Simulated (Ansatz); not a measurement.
# BBrClH2N: how energies converge with the basis set

The task here is to estimate one member of a computed series from the others.

Program: Ansatz 0.2.0, Gaussian basis. Level of theory: one geometry, several basis sets. These are calculated values, not measurements.

The runs, in order: PBE0-D4/def2-SVP; ωB97M-V/def2-SVP; PBE0-D4/def2-QZVPP; ωB97M-V/def2-QZVPP; the functionals' def2-TZVPP values are taken from earlier runs.

**Structure used throughout**

The geometry comes from an earlier relaxation with PBE0-D4 in a triple-zeta def2 set; it is a stationary point.

SMILES `NB(Cl)Br`, 6 atoms, charge 0, spin multiplicity 1.

Atoms are counted from 1 here; the program's logs count them from 0.

Bond lengths: N1–B2 1.382 Å, N1–H5 1.005 Å, N1–H6 1.006 Å, B2–Cl3 1.757 Å, B2–Br4 1.926 Å. Angles: B2–N1–H5 122.5°, B2–N1–H6 122.2°, H5–N1–H6 115.3°, N1–B2–Cl3 120.6°, N1–B2–Br4 119.8°, Cl3–B2–Br4 119.6°.

Set-up of the first run:

File in.yaml:

```yaml
crystal:
  periodic: [false, false, false]
  atoms:
    - {symbol: N, position_ang: [0.559439, 0.476174, 0.355193]}
    - {symbol: B, position_ang: [-0.401880, -0.315348, -0.244646]}
    - {symbol: Cl, position_ang: [-2.091643, 0.167428, -0.234109]}
    - {symbol: Br, position_ang: [0.111598, -1.962836, -1.100677]}
    - {symbol: H, position_ang: [1.533301, 0.227748, 0.366035]}
    - {symbol: H, position_ang: [0.331284, 1.342734, 0.812004]}
basis:
  gaussian: {orbitals: def2-SVP}
hamiltonian: {xc: pbe0, dispersion: d4}
output: {orbitals: {seedname: orbitals}}
```

Steps of the session up to this table: PBE0-D4 in def2-SVP; ωB97M-V in def2-SVP; PBE0-D4 in def2-QZVPP; ωB97M-V in def2-QZVPP.

One table of the session follows, with a row left open; its other results are not shown here.

It belongs to the step «Density functionals: the series». 

```
functional       basis  HOMO (eV)  LUMO (eV)
   PBE0-D4    def2-SVP      -8.10       0.38
   PBE0-D4  def2-TZVPP      -8.30      -0.01
   PBE0-D4  def2-QZVPP      -8.33      -0.12
   ωB97M-V    def2-SVP          ?          ?
   ωB97M-V  def2-TZVPP     -10.53       2.04
   ωB97M-V  def2-QZVPP     -10.57       1.61
```

Q: Estimate the row for ωB97M-V, def2-SVP from the others.

The run gave: HOMO (eV): -10.30; LUMO (eV): 2.54. In the column «HOMO (eV)» it lies between ωB97M-V, def2-TZVPP (-10.53) and PBE0-D4, def2-QZVPP (-8.33).
